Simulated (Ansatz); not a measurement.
# GaH2O2: the cost of one run

All numbers are computed with the Python package of Ansatz 0.2.0. Level of theory: B3LYP/def2-SVP.

## Step 1: Starting point

Bond lengths: O1–Ga2 1.890 Å, Ga2–O3 1.703 Å, O1–H4 1.011 Å, O3–H5 0.988 Å. Angles: O1–Ga2–O3 133.2°, Ga2–O1–H4 80.5°, Ga2–O3–H5 97.5°.

gah2o2.xyz, read by the script:

```xyz
5

O    -0.19810   -0.60340   -1.58510
Ga   -0.09230   -0.81080    0.29010
O     0.51270    0.17440    1.53990
H    -0.79130    0.16360   -1.29780
H     0.61900    1.00250    1.01150
```

## Step 2: Script

Contents of gah2o2_relaxed_scan.py:

```python
# -*- coding: utf-8 -*-
from dataclasses import dataclass

import ansatz as az
import numpy as np


@dataclass
class RunConfig:
    basis_set: str = 'def2-SVP'
    xc: str = 'b3lyp'


opts = RunConfig()


def main():
    geometry = az.Crystal.molecule_from_extxyz('gah2o2.xyz')

    model = geometry.calculation().basis(gaussian=opts.basis_set).functional(opts.xc).spin('collinear', total=1)
    symbols = [site.symbol for site in geometry.cartesian_sites]
    pairs = [(0, 1), (0, 3), (1, 2), (2, 4)]
    print('held (A)   E (eV)        ', '  '.join(f'{symbols[i]}{i}-{symbols[j]}{j}' for i, j in pairs))
    for length in [0.93, 1.01, 1.09, 1.21, 1.37]:
        report = model.relax(constraints=[az.DistanceConstraint((0, 3), at=length)], force_tolerance=0.02, max_steps=60).run().report
        xyz = np.array(report['positions_ang'])
        print(f'{length:6.2f} {report["free_energy_ev"]:14.5f}  ', '  '.join(f'{np.linalg.norm(xyz[i] - xyz[j]):.3f}' for i, j in pairs))


if __name__ == '__main__':
    main()
```

## Step 3: The input behind the calls

The package turns the script's settings into the engine's input (first run):

```yaml
crystal:
  periodic: [false, false, false]
  atoms:
    - { symbol: O, position_ang: [-0.1981, -0.6034, -1.5851] }
    - { symbol: Ga, position_ang: [-0.0923, -0.8108, 0.2901] }
    - { symbol: O, position_ang: [0.5127, 0.1744, 1.5399] }
    - { symbol: H, position_ang: [-0.7913, 0.1636, -1.2978] }
    - { symbol: H, position_ang: [0.619, 1.0025, 1.0115] }
basis:
  gaussian:
    orbitals: def2-SVP
hamiltonian:
  xc: b3lyp
magnetization:
  spin_polarized: true
  initial_magnetization: 1.0
relax:
  f_tol: 0.02
  max_steps: 60
  constraints:
    - { distance: [0, 3], at: 0.93 }
```

## Step 4: Running it

Run with:

```console
> python gah2o2_relaxed_scan.py
```

What time and memory should one allow on 1 thread of Arm Neoverse V2, shared host?

About 3.3 min, with a peak of 0.25 GiB.
